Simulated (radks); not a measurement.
# Ba²⁸⁺ in [Ar] 3d10: an all-electron calculation

One table from this session's results is given with a row withheld; the runs are named, their logs left out.

The numbers are computed with radks (a radial shooting solver on a logarithmic mesh, Libxc functionals) version 1 (Dirac Kohn-Sham, PBE, spin-unpolarised, spherical densities, finite nucleus), except any that are marked as measured or tabulated.

### The atom as given

* element: barium (Z = 56)
* charge: +28
* electrons: 28
* configuration: [Ar] 3d10
* nuclear rms radius: 4.8378 fm

Outer shells as boxes (Hund's rule):

Ba²⁸⁺
```
[Ar] core
3d [↑↓][↑↓][↑↓][↑↓][↑↓]
```

The first run:

Settings of this run:

```text
Z 56
configuration [Ar] 3d10
relativity Dirac
functional pbe,pbe
spin unpolarised
j_filling energy
nucleus finite rms 4.8378 fm
c 137.035999084
```

On the command line:

```sh
$ python run_ks.py task.json out
```

All runs below come from this command, one after another.

One of the session's tables, all rows but one given; the rest of the session is left out.

It belongs to the step «Radial structure». From the orbitals of this run (lengths in bohr):

| level | <r> | outermost maximum (interpolated) | 90 % within | nodes |
| --- | --- | --- | --- | --- |
| 1s1/2 | 0.02558 | 0.0164 | 0.0461 | 0 |
| 2s1/2 | 0.1091 | 0.0929 | 0.169 | 1 |
| 2p1/2 | 0.09169 | 0.0710 | 0.151 | 0 |
| 2p3/2 | 0.09765 | 0.0760 | 0.158 | 0 |
| 3s1/2 | ? | ? | ? | ? |
| 3p1/2 | 0.2755 | 0.250 | 0.413 | 1 |
| 3p3/2 | 0.2866 | 0.261 | 0.428 | 1 |
| 3d3/2 | 0.2559 | 0.209 | 0.398 | 0 |
| 3d5/2 | 0.2593 | 0.212 | 0.403 | 0 |

**Question.** Estimate the row for 3s1/2.

**Answer.** <r>: 0.2864; outermost maximum (interpolated): 0.264; 90 % within: 0.420; nodes: 2. In the column «<r>» it lies between 3p1/2 (0.2755) and 3p3/2 (0.2866).
